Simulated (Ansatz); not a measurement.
# Zr (Zr, omega (AlB2-type)): the cost of one run

Program: Ansatz 0.2.0. Level of theory: DFT PBEsol, plane waves (420 eV) with PAW, scalar-relativistic; PAW files made under PBE, frozen cores solved again for the functional. These are calculated values, not measurements.

**1. The structure to begin with**

The structure is hexagonal, space group P6/mmm (No. 191). The conventional cell has a = 5.086 Å, b = 5.086 Å, c = 3.118 Å, α = 90.00°, β = 90.00°, γ = 120.00°. Around Zr (site symmetry 6/mmm) lie 14 Zr at 3.12 to 3.32 Å. Zr (site symmetry -6m2) is surrounded by 11 Zr at 2.94 to 3.32 Å.

Structure file:

```
Zr
1.0
     5.08599    0.00000    0.00000
    -2.54300    4.40460    0.00000
     0.00000    0.00000    3.11771
Zr
3
Direct
  0.00000 0.00000 0.00000
  0.33333 0.66667 0.50000
  0.66667 0.33333 0.50000
```

**2. Relaxing cell and atoms**

Contents of input.yaml:

```yaml
crystal:
  lattice:
    - [5.085992629, 0.0, 0.0]
    - [-2.5429963145, 4.4045988202, 0.0]
    - [0.0, 0.0, 3.1177134816]
  atoms:
    - { symbol: Zr, position: [0.0, 0.0, 0.0] }
    - { symbol: Zr, position: [0.3333333333, 0.6666666667, 0.5] }
    - { symbol: Zr, position: [0.6666666667, 0.3333333333, 0.5] }
hamiltonian:
  xc: pbesol
  pseudopotentials:
    kind: paw
    azcp:
      Zr: "pseudopotentials/Zr.paw.azcp"
basis:
  ecutwfc: 420
  fft_grid_basis: typed
kpoints:
  mp_grid: { grid: [7, 7, 10], shift: [0, 0, 0] }
magnetization:
  spin_polarized: false
scf:
  occupations: { method: fermi_dirac, width: 0.1 }
relax:
  max_steps: 60
  f_tol: 0.01
  cell: {}
```

Q: Estimate wall time and peak memory on 2 threads of Arm Neoverse V1, shared host.

About 12 s, with a peak of 0.37 GiB.
